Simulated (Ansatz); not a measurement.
**FGeH₃OSi: small, medium and large basis sets**

The task here is to estimate one member of a computed series from the others.

Method: one geometry, several basis sets; program: Ansatz 0.2.0, Gaussian basis.

The runs, in order: PBE0-D4/def2-SVP; ωB97M-V/def2-SVP; PBE0-D4/def2-QZVPP; ωB97M-V/def2-QZVPP; the functionals' def2-TZVPP values are taken from earlier runs.

## The geometry

All runs share one geometry, relaxed beforehand with PBE0-D4 in a triple-zeta def2 set.

SMILES `[F][Ge][O][SiH3]`, 7 atoms, charge 0, spin multiplicity 1.

Atoms are counted from 1 here; the program's logs count them from 0.

Bond lengths: F1–Ge2 1.764 Å, Ge2–O3 1.767 Å, O3–Si4 1.653 Å, Si4–H5 1.484 Å, Si4–H6 1.485 Å, Si4–H7 1.485 Å. Angles: F1–Ge2–O3 97.7°, Ge2–O3–Si4 137.3°, O3–Si4–H5 107.6°, O3–Si4–H6 110.5°, O3–Si4–H7 110.5°, H5–Si4–H6 109.3°, H5–Si4–H7 109.3°, H6–Si4–H7 109.5°.

The first run:

Contents of in.yaml:

```yaml
crystal:
  periodic: [false, false, false]
  atoms:
    - {symbol: F, position_ang: [0.890026, -1.599508, 1.603397]}
    - {symbol: Ge, position_ang: [-0.347298, -2.244761, 0.524792]}
    - {symbol: O, position_ang: [-0.643985, -0.769820, -0.402737]}
    - {symbol: Si, position_ang: [-0.078482, 0.783745, -0.427166]}
    - {symbol: H, position_ang: [-0.796317, 1.505014, -1.507400]}
    - {symbol: H, position_ang: [-0.342184, 1.454231, 0.871234]}
    - {symbol: H, position_ang: [1.379539, 0.802998, -0.707721]}
basis:
  gaussian: {orbitals: def2-SVP}
hamiltonian: {xc: pbe0, dispersion: d4}
output: {orbitals: {seedname: orbitals}}
```

Launch:

```bash
> ansatz run in.yaml --threads 4 --pin off --events-out ev --progress --plain --max-ram 10444MiB
```

Steps of the session up to this table: PBE0-D4 in def2-SVP; ωB97M-V in def2-SVP; PBE0-D4 in def2-QZVPP; ωB97M-V in def2-QZVPP.

One of the session's tables, all rows but one given; the rest of the session is left out.

It belongs to the step «Functionals by basis». 

| functional | basis | HOMO (eV) | LUMO (eV) |
| --- | --- | --- | --- |
| PBE0-D4 | def2-SVP | ? | ? |
| PBE0-D4 | def2-TZVPP | -8.53 | -2.27 |
| PBE0-D4 | def2-QZVPP | -8.57 | -2.33 |
| ωB97M-V | def2-SVP | -10.65 | -0.14 |
| ωB97M-V | def2-TZVPP | -10.77 | -0.28 |
| ωB97M-V | def2-QZVPP | -10.83 | -0.43 |

**Question.** Estimate the row for PBE0-D4, def2-SVP.

**Answer.** HOMO (eV): -8.43; LUMO (eV): -2.17. In the column «HOMO (eV)» it is the highest.
